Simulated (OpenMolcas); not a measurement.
**W⁴⁺ among point charges: CASSCF and CASPT2 levels and susceptibility**

Aim: the splitting of the states of W⁴⁺ in the field of 6 point charges, its lowest levels with spin-orbit coupling and its magnetic susceptibility.

The numbers are computed with OpenMolcas 26.06 (state-averaged CASSCF and CASPT2, spin-orbit coupling by RASSI with atomic mean-field integrals), except any that are marked as measured or tabulated.

**1. The system**

| Quantity | Value |
| --- | --- |
| Species | W⁴⁺ (tungsten, Z = 74, 70 electrons) |
| Basis | ANO-RCC-VDZP [7s6p4d2f1g], 68 functions |
| Scalar Hamiltonian | DKH2, point nucleus |
| Inactive shells | 1s 2s 2p 3s 3p 3d 4s 4p 4d 4f 5s 5p |
| Active space | 2 electrons in 5 orbitals (5d) |
| Some configurations of this space | 5d2 |
| Orbitals | optimised for each spin and parity, averaged over all roots |

The outer shells:

5d2
```
5d [↑ ][↑ ][  ][  ][  ]
```

The ion sits among 6 point charges of -1 e arranged as a trigonal prism (D3h), 1.82 Å from the ion, with a polar angle of 60.4° against the regular 49.1°.

Each step is its own input file, run in one work folder so that later steps find the files of earlier ones. Labels, J, g values, rates, χT and fits are worked out afterwards by a script from the matrices that RASSI stores.

**2. Basis and integrals**

a.inp

```
&GATEWAY
Coord
1

W 0.0 0.0 0.0
Basis=ANO-RCC-VDZP
Group=NoSym
NoMove
AngMom=0.0 0.0 0.0
AMFI
XField
6 Angstrom 0
1.582371 0.000000 0.899168 -1.000000
-0.791185 1.370373 0.899168 -1.000000
-0.791185 -1.370373 0.899168 -1.000000
1.582371 0.000000 -0.899168 -1.000000
-0.791185 1.370373 -0.899168 -1.000000
-0.791185 -1.370373 -0.899168 -1.000000
&SEWARD
```

Started as:

```bash
$ OMP_NUM_THREADS=1 MOLCAS_MEM=1689 MOLCAS_PROJECT=a pymolcas a.inp > a.log
```

**3. CASSCF: triplets, 10 roots**

a.inp

```
&RASSCF
FileOrb=start.orb
Symmetry=1
Spin=3
nActEl=2 0 0
Inactive=34
Ras2=5
CIRoot=10 10 1
SDav=10
CIMx=300
Iter=120 100
PrWF=0.3
OrbListing=Nothing
MaxOrb=0
>>> COPY $Project.JobIph JOB001
```

start.orb holds the contracted functions of the basis, ordered by shell, or the orbitals of the step before.

**4. CASSCF: singlets, 15 roots**

a.inp

```
&RASSCF
FileOrb=start.orb
Symmetry=1
Spin=1
nActEl=2 0 0
Inactive=34
Ras2=5
CIRoot=15 15 1
SDav=15
CIMx=300
Iter=120 100
PrWF=0.3
OrbListing=Nothing
MaxOrb=0
>>> COPY $Project.JobIph JOB002
```

**5. State interaction with spin-orbit coupling**

a.inp

```
&RASSI
NrOfJobIphs=2 10 15
1 2 3 4 5 6 7 8 9 10
1 2 3 4 5 6 7 8 9 10 11 12 13 14 15
IphNames
JOB001
JOB002
EJob
SpinOrbit
DIPRint=1.0
SOCoupling=1000.0
Subsets=2
Property=9
'ANGMOM' 1 'ANGMOM' 2 'ANGMOM' 3 'MLTPL  1' 1 'MLTPL  1' 2 'MLTPL  1' 3
'AMFI' 1 'AMFI' 2 'AMFI' 3
SOProperty=3
'ANGMOM' 1 'ANGMOM' 2 'ANGMOM' 3
```

**6. CASPT2: IPEA 0.25, imaginary shift 0.1 (closed shells correlated: 4f 5s 5p)**

a.inp

```
>>> COPY JOB001 $Project.JobIph
&CASPT2
Multistate=10 1 2 3 4 5 6 7 8 9 10
NoMult
Frozen=23
IPEA=0.25
Imaginary=0.1
MaxIter=60
WThr=0.0 0.3 0.05
PrWF=0.5
NoMix
>>> COPY JOB002 $Project.JobIph
&CASPT2
Multistate=15 1 2 3 4 5 6 7 8 9 10 11 12 13 14 15
NoMult
Frozen=23
IPEA=0.25
Imaginary=0.1
MaxIter=60
WThr=0.0 0.3 0.05
PrWF=0.5
NoMix
```

(Steps that only read results are left out.)

Q: Predict the outcome of this session. Wanted: spin-free ground state; first state of the same spin within the active space; lowest level; next level.

The runs gave:

| quantity | value |
| --- | --- |
| method | SS-CASPT2, IPEA 0.25, imaginary shift 0.1 (closed shells correlated: 4f 5s 5p) |
| spin-free ground state | 3E, 2-fold in its orbital part |
| first state of the same spin within the active space | 3E at 2220 cm⁻¹ |
| lowest level | 2-fold E, g = 0.00, 0.00, 0.56 |
| next level | 1349.0 cm⁻¹ |
| χT at 300 K | 0.08 cm³ K/mol |
| effective moment at 300 K | 0.80 μB |

Cost by method:

| method | time of its own steps | time with the reference |
| --- | --- | --- |
| A. CASSCF | 8.8 s | 8.8 s |
| B. SS-CASPT2, IPEA 0.25, imaginary shift 0.1, +4f 5s 5p | 9.2 s | 18 s |

Times are of one thread on a shared host.

What this shows: The spin-free ground state (3E) comes to 100 % from free-ion F terms and keeps the highest spin of the shell. χT at 300 K is 0.08, against 1.00 cm³ K/mol for the spin alone, so spin-orbit coupling lowers it. CASPT2 does not keep the components of a term degenerate, and the means are used. The field of point charges can differ much from that of real complexes. Point charges carry no covalency, so the field is a model and not that of real ligands.
